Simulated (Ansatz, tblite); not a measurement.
# CoF₃H₆O₃−: removing an electron

Aim: the energy of removing an electron for CoF₃H₆O₃−, by energy differences, and how well orbital energies stand in for it.

The runs use Ansatz 0.2.0, Gaussian basis; as each input shows.

Levels to be run: charge 0 quintet, at the geometry of the quartet (PBE0-D4/def2-TZVPD, PBE-D4/def2-TZVPD, r2SCAN-D4/def2-TZVPD, LC-ωPBE(0.10)/def2-SVPD, LC-ωPBE(0.15)/def2-SVPD, LC-ωPBE(0.20)/def2-SVPD, LC-ωPBE(0.30)/def2-SVPD); the starting quartet's energies come from earlier runs.

**1. The relaxed structure**

The geometry is that of the quartet, from an earlier relaxation (r2SCAN-D4/def2-SVPD).

13 atoms, charge -1, spin multiplicity 4.

Atoms are counted from 1 here; the program's logs count them from 0.

Bond lengths: Co1–F2 1.912 Å, Co1–F3 1.902 Å, Co1–F4 1.907 Å, Co1–O8 2.256 Å, O5–H6 0.975 Å, O5–H7 0.975 Å, O8–H9 0.972 Å, O8–H10 0.981 Å, O11–H12 0.976 Å, O11–H13 0.978 Å. Angles: F2–Co1–F3 121.8°, F2–Co1–F4 119.9°, F2–Co1–O8 77.2°, F3–Co1–F4 117.7°, F3–Co1–O8 117.2°, F4–Co1–O8 83.5°, H6–O5–H7 102.1°, Co1–O8–H9 83.2°, Co1–O8–H10 77.3°, H9–O8–H10 105.5°, H12–O11–H13 105.0°.

Coordinates:

```
Co    0.4076    0.0723   -0.0588
F    -0.5571    0.6376    1.4921
F    -0.4742   -0.6641   -1.5745
F     2.3130    0.0003   -0.0202
O    -2.8030   -0.1171   -0.0618
H    -2.2083    0.1674    0.6559
H    -2.1723   -0.3858   -0.7546
O     0.7468    2.3025   -0.0437
H     1.6640    2.0449    0.1500
H     0.2515    2.1548    0.7905
O     0.8002   -2.2343    0.1398
H     1.6863   -1.8496    0.0045
H     0.3453   -2.1289   -0.7193
```

No spin-orbit coupling is included. The ion is computed in the gas phase, without counter-ions or solvent.

**2. Charge 0 quintet at the fixed geometry, PBE0-D4/def2-TZVPD**

File in.yaml:

```yaml
crystal:
  periodic: [false, false, false]
  atoms:
    - {symbol: Co, position_ang: [0.407620, 0.072296, -0.058796]}
    - {symbol: F, position_ang: [-0.557077, 0.637569, 1.492144]}
    - {symbol: F, position_ang: [-0.474167, -0.664099, -1.574460]}
    - {symbol: F, position_ang: [2.313026, 0.000286, -0.020197]}
    - {symbol: O, position_ang: [-2.802966, -0.117116, -0.061799]}
    - {symbol: H, position_ang: [-2.208266, 0.167411, 0.655937]}
    - {symbol: H, position_ang: [-2.172324, -0.385797, -0.754562]}
    - {symbol: O, position_ang: [0.746842, 2.302514, -0.043688]}
    - {symbol: H, position_ang: [1.663985, 2.044949, 0.149954]}
    - {symbol: H, position_ang: [0.251524, 2.154801, 0.790494]}
    - {symbol: O, position_ang: [0.800152, -2.234341, 0.139761]}
    - {symbol: H, position_ang: [1.686312, -1.849560, 0.004512]}
    - {symbol: H, position_ang: [0.345337, -2.128913, -0.719321]}
basis:
  gaussian: {orbitals: def2-TZVPD}
magnetization: {spin_polarized: true, initial_magnetization: 4}
hamiltonian: {xc: pbe0, dispersion: d4}
scf: {omitted_lower_state_checks: [starts]}
output: {orbitals: {seedname: orbitals}}
```

The run is started by

```bash
$ ansatz run in.yaml --threads 4 --pin off --events-out ev --progress --plain --max-ram 8704MiB
```

Output:

```text
Functional definition: PBE0
  name "PBE0"
  cite "Adamo & Barone, J. Chem. Phys. 110, 6158 (1999) doi:10.1063/1.478522"
  cite "Perdew, Burke & Ernzerhof, Phys. Rev. Lett. 77, 3865 (1996) doi:10.1103/PhysRevLett.77.3865"
  parent pbe
  parameter a = 0.25
  parameter kappa = 0.804
  parameter beta = 0.06672455060314922
  exchange = (1 - a)*pbe_x(kappa = kappa, mu = beta*pi^2/3) + a*exact_x
  correlation = pbe_c(beta = beta)
these checks for a lower state are left out or cut short: starts
2014 factors; their error is unknown
mean field evaluation 1: about -51989.5949 eV, gradient 7.2e1 eV
mean field evaluation 2: about -51794.3550 eV, gradient 2.6e2 eV
mean field evaluation 4: about -52004.2253 eV, gradient 9.5e0 eV
mean field evaluation 8: about -52004.6308 eV, gradient 4.6e-1 eV
mean field evaluation 16: about -52004.8372 eV, gradient 4.9e-2 eV
mean field evaluation 32: about -52004.8402 eV, gradient 3.1e-4 eV
mean field -52004.84015863 eV, -1911.1426256829 hartree, gradient 5.9e-6 eV, S^2 6.008962; 0 other end points of the search recorded, 0 dependent functions left out
reference -52004.84022298 eV, -1911.1426280479 hartree; 44, 40 occupied and 298, 302 virtual orbitals, 2014 factors
Total energy: -52005.01616964 eV, -1911.1490939681 hartree
Checks for a lower state left out: starts
```

Run time: 62 s. Hardware: 4 threads of Intel Xeon Platinum 8488C, shared host; peak memory 2.7 GiB.

Report: HOMO -8.53 eV, LUMO -6.59 eV (over both spins); ⟨S²⟩ 6.009 (pure: 6.00).

**3. Charge 0 quintet at the fixed geometry, PBE-D4/def2-TZVPD**

start.molden holds the orbitals of an earlier run on this state, given as this run's starting guess.

Changes to in.yaml since step 2:

```diff
@@ -17,5 +17,5 @@
 basis:
-  gaussian: {orbitals: def2-TZVPD}
+  gaussian: {orbitals: def2-TZVPD, initial_orbitals: start.molden}
 magnetization: {spin_polarized: true, initial_magnetization: 4}
-hamiltonian: {xc: pbe0, dispersion: d4}
+hamiltonian: {xc: pbe, dispersion: d4}
 scf: {omitted_lower_state_checks: [starts]}
```

Launched as before.

Output:

```text
Functional definition: PBE
  name "PBE"
  cite "Perdew, Burke & Ernzerhof, Phys. Rev. Lett. 77, 3865 (1996) doi:10.1103/PhysRevLett.77.3865"
  parent pbe
  parameter kappa = 0.804
  parameter beta = 0.06672455060314922
  exchange = pbe_x(kappa = kappa, mu = beta*pi^2/3)
  correlation = pbe_c(beta = beta)
these checks for a lower state are left out or cut short: starts
1912 factors; their error is unknown
mean field evaluation 1: about -52005.1817 eV, gradient 1.1e1 eV
mean field evaluation 2: about -52005.2908 eV, gradient 1.3e1 eV
mean field evaluation 4: about -52005.7873 eV, gradient 2.1e-1 eV
mean field evaluation 8: about -52005.7496 eV, gradient 7.1e-3 eV
mean field evaluation 16: about -52005.7496 eV, gradient 8.8e-6 eV
mean field -52005.74961347 eV, -1911.1760475317 hartree, gradient 8.8e-6 eV, S^2 6.004607; 0 other end points of the search recorded, 0 dependent functions left out
reference -52005.74969422 eV, -1911.1760504993 hartree; 44, 40 occupied and 298, 302 virtual orbitals, 1912 factors
Total energy: -52005.95585112 eV, -1911.1836266258 hartree
Checks for a lower state left out: starts
```

It took 23 s on 4 threads of Intel Xeon Platinum 8488C, shared host; peak memory 1.6 GiB.

HOMO -7.45 eV, LUMO -7.38 eV (over both spins); ⟨S²⟩ 6.005 (pure: 6.00).

**4. Charge 0 quintet at the fixed geometry, r2SCAN-D4/def2-TZVPD**

Changes to in.yaml since step 3:

```diff
@@ -19,3 +19,3 @@
 magnetization: {spin_polarized: true, initial_magnetization: 4}
-hamiltonian: {xc: pbe, dispersion: d4}
+hamiltonian: {xc: r2scan, dispersion: d4}
 scf: {omitted_lower_state_checks: [starts]}
```

Launched as before.

Output (excerpt; [...] marks lines left out):

```text
Functional definition: r2SCAN
  name "r2SCAN"
  cite "Furness, Kaplan, Ning, Perdew & Sun, J. Phys. Chem. Lett. 11, 8208 (2020) doi:10.1021/acs.jpclett.0c02405"
  cite "Furness, Kaplan, Ning, Perdew & Sun, J. Phys. Chem. Lett. 11, 9248 (2020) doi:10.1021/acs.jpclett.0c03077"
  parent r2scan
[...]
1912 factors; their error is unknown
[...]
mean field -52019.64379188 eV, -1911.6866491706 hartree, gradient 2.7e-6 eV, S^2 6.007426; 0 other end points of the search recorded, 0 dependent functions left out
reference -52019.64383594 eV, -1911.6866507900 hartree; 44, 40 occupied and 298, 302 virtual orbitals, 1912 factors
Total energy: -52019.70008729 eV, -1911.6887179889 hartree
Checks for a lower state left out: starts
```

It took 42 s on 4 threads of Intel Xeon Platinum 8488C, shared host; peak memory 1.7 GiB.

Report: HOMO -7.59 eV, LUMO -7.49 eV (over both spins); ⟨S²⟩ 6.007 (pure: 6.00).

**5. Charge 0 quintet at the fixed geometry, LC-ωPBE(0.10)/def2-SVPD**

Changes to in.yaml since step 4:

```diff
@@ -17,5 +17,5 @@
 basis:
-  gaussian: {orbitals: def2-TZVPD, initial_orbitals: start.molden}
+  gaussian: {orbitals: def2-SVPD, initial_orbitals: start.molden}
 magnetization: {spin_polarized: true, initial_magnetization: 4}
-hamiltonian: {xc: r2scan, dispersion: d4}
+hamiltonian: {xc: {name: LC-wPBE, parameters: {omega: 0.1/bohr}}}
 scf: {omitted_lower_state_checks: [starts]}
```

The command is unchanged.

Output (excerpt; [...] marks lines left out):

```text
Functional definition: LC-wPBE
  name "LC-wPBE"
  cite "Vydrov & Scuseria, J. Chem. Phys. 125, 234109 (2006) doi:10.1063/1.2409292"
  cite "Heyd & Scuseria, J. Chem. Phys. 120, 7274 (2004) doi:10.1063/1.1668634"
  cite "Ernzerhof & Perdew, J. Chem. Phys. 109, 3313 (1998) doi:10.1063/1.476928"
  cite "Perdew, Burke & Ernzerhof, Phys. Rev. Lett. 77, 3865 (1996) doi:10.1103/PhysRevLett.77.3865"
  parent pbe
[...]
  with omega = 0.1/bohr from the input
[...]
1879 factors; their error is unknown
194 factors; integrals over basis functions are off by at most 2.9e-7 eV
[...]
mean field -51987.35386603 eV, -1910.5000162825 hartree, gradient 2.9e-6 eV, S^2 6.003954; 0 other end points of the search recorded, 0 dependent functions left out
reference -51987.35386623 eV, -1910.5000162897 hartree; 44, 40 occupied and 176, 180 virtual orbitals, 1879 factors
Total energy: -51987.35386623 eV, -1910.5000162897 hartree
Checks for a lower state left out: starts
```

Wall time 23 s (4 threads of Intel Xeon Platinum 8488C, shared host); peak memory 0.99 GiB.

Report: HOMO -8.95 eV, LUMO -6.20 eV (over both spins); ⟨S²⟩ 6.004 (pure: 6.00).

**6. Charge 0 quintet at the fixed geometry, LC-ωPBE(0.15)/def2-SVPD**

Changes to in.yaml since step 5:

```diff
@@ -19,3 +19,3 @@
 magnetization: {spin_polarized: true, initial_magnetization: 4}
-hamiltonian: {xc: {name: LC-wPBE, parameters: {omega: 0.1/bohr}}}
+hamiltonian: {xc: {name: LC-wPBE, parameters: {omega: 0.15/bohr}}}
 scf: {omitted_lower_state_checks: [starts]}
```

Same command.

Output (excerpt; [...] marks lines left out):

```text
Functional definition: LC-wPBE
  name "LC-wPBE"
  cite "Vydrov & Scuseria, J. Chem. Phys. 125, 234109 (2006) doi:10.1063/1.2409292"
  cite "Heyd & Scuseria, J. Chem. Phys. 120, 7274 (2004) doi:10.1063/1.1668634"
  cite "Ernzerhof & Perdew, J. Chem. Phys. 109, 3313 (1998) doi:10.1063/1.476928"
  cite "Perdew, Burke & Ernzerhof, Phys. Rev. Lett. 77, 3865 (1996) doi:10.1103/PhysRevLett.77.3865"
  parent pbe
[...]
  with omega = 0.15/bohr from the input
[...]
1879 factors; their error is unknown
292 factors; integrals over basis functions are off by at most 6.5e-7 eV
[...]
mean field -51987.80910098 eV, -1910.5167458583 hartree, gradient 5.3e-6 eV, S^2 6.003976; 0 other end points of the search recorded, 0 dependent functions left out
reference -51987.80910106 eV, -1910.5167458612 hartree; 44, 40 occupied and 176, 180 virtual orbitals, 1879 factors
Total energy: -51987.80910106 eV, -1910.5167458612 hartree
Checks for a lower state left out: starts
```

Run time: 20 s. Hardware: 4 threads of Intel Xeon Platinum 8488C, shared host; peak memory 1 GiB.

Report: HOMO -9.40 eV, LUMO -5.81 eV (over both spins); ⟨S²⟩ 6.004 (pure: 6.00).

**7. Charge 0 quintet at the fixed geometry, LC-ωPBE(0.20)/def2-SVPD**

Changes to in.yaml since step 6:

```diff
@@ -19,3 +19,3 @@
 magnetization: {spin_polarized: true, initial_magnetization: 4}
-hamiltonian: {xc: {name: LC-wPBE, parameters: {omega: 0.15/bohr}}}
+hamiltonian: {xc: {name: LC-wPBE, parameters: {omega: 0.2/bohr}}}
 scf: {omitted_lower_state_checks: [starts]}
```

Launched as before.

Output (excerpt; [...] marks lines left out):

```text
Functional definition: LC-wPBE
  name "LC-wPBE"
  cite "Vydrov & Scuseria, J. Chem. Phys. 125, 234109 (2006) doi:10.1063/1.2409292"
  cite "Heyd & Scuseria, J. Chem. Phys. 120, 7274 (2004) doi:10.1063/1.1668634"
  cite "Ernzerhof & Perdew, J. Chem. Phys. 109, 3313 (1998) doi:10.1063/1.476928"
  cite "Perdew, Burke & Ernzerhof, Phys. Rev. Lett. 77, 3865 (1996) doi:10.1103/PhysRevLett.77.3865"
  parent pbe
[...]
  with omega = 0.2/bohr from the input
[...]
1879 factors; their error is unknown
417 factors; integrals over basis functions are off by at most 2.5e-6 eV
[...]
mean field -51988.39338219 eV, -1910.5382177968 hartree, gradient 4.5e-6 eV, S^2 6.004118; 0 other end points of the search recorded, 0 dependent functions left out
reference -51988.39338223 eV, -1910.5382177984 hartree; 44, 40 occupied and 176, 180 virtual orbitals, 1879 factors
Total energy: -51988.39338223 eV, -1910.5382177984 hartree
Checks for a lower state left out: starts
```

Run time: 23 s. Hardware: 4 threads of Intel Xeon Platinum 8488C, shared host; peak memory 1.1 GiB.

HOMO -9.71 eV, LUMO -5.56 eV (over both spins); ⟨S²⟩ 6.004 (pure: 6.00).

**8. Charge 0 quintet at the fixed geometry, LC-ωPBE(0.30)/def2-SVPD**

Changes to in.yaml since step 7:

```diff
@@ -19,3 +19,3 @@
 magnetization: {spin_polarized: true, initial_magnetization: 4}
-hamiltonian: {xc: {name: LC-wPBE, parameters: {omega: 0.2/bohr}}}
+hamiltonian: {xc: {name: LC-wPBE, parameters: {omega: 0.3/bohr}}}
 scf: {omitted_lower_state_checks: [starts]}
```

Same command.

Output (excerpt; [...] marks lines left out):

```text
Functional definition: LC-wPBE
  name "LC-wPBE"
  cite "Vydrov & Scuseria, J. Chem. Phys. 125, 234109 (2006) doi:10.1063/1.2409292"
  cite "Heyd & Scuseria, J. Chem. Phys. 120, 7274 (2004) doi:10.1063/1.1668634"
  cite "Ernzerhof & Perdew, J. Chem. Phys. 109, 3313 (1998) doi:10.1063/1.476928"
  cite "Perdew, Burke & Ernzerhof, Phys. Rev. Lett. 77, 3865 (1996) doi:10.1103/PhysRevLett.77.3865"
  parent pbe
[...]
  with omega = 0.3/bohr from the input
[...]
1879 factors; their error is unknown
644 factors; integrals over basis functions are off by at most 1.4e-5 eV
[...]
mean field -51989.77107995 eV, -1910.5888472557 hartree, gradient 3.4e-6 eV, S^2 6.004961; 0 other end points of the search recorded, 0 dependent functions left out
reference -51989.77107997 eV, -1910.5888472563 hartree; 44, 40 occupied and 176, 180 virtual orbitals, 1879 factors
Total energy: -51989.77107997 eV, -1910.5888472563 hartree
Checks for a lower state left out: starts
```

It took 26 s on 4 threads of Intel Xeon Platinum 8488C, shared host; peak memory 1.3 GiB.

Report: HOMO -10.69 eV, LUMO -5.10 eV (over both spins); ⟨S²⟩ 6.005 (pure: 6.00).

**9. Vertical ionisation energy**

Charged state less starting state, quartet to quintet; the starting state's energies are those of its earlier runs.

```
               level  vertical ionisation energy (eV)     time
   PBE-D4/def2-TZVPD                            +4.11     36 s
r2SCAN-D4/def2-TZVPD                            +4.43     78 s
  PBE0-D4/def2-TZVPD                            +5.06  1.9 min
```

Times add the two runs; a level without a time comes out of a correlated run.

Tuning ω of LC-ωPBE, so that −ε(HOMO) meets the ionisation energy:

```
ω (1/bohr)  −ε(HOMO) (eV)  by difference (eV)
       0.1           1.96                4.32
      0.15           2.73                4.49
       0.2           3.48                4.70
       0.3           4.87                5.19
```

**10. Outcome**

| quantity | value |
| --- | --- |
| vertical ionisation energy, functionals in def2-TZVPD | 4.11 (PBE-D4) to 5.06 eV (PBE0-D4) |
| tuned ω | outside 0.1 to 0.3 1/bohr |

What this shows: The vertical ionisation energy spans 4.11 to 5.06 eV over the functionals. The charged states' spins were chosen beforehand and needn't be their lowest.
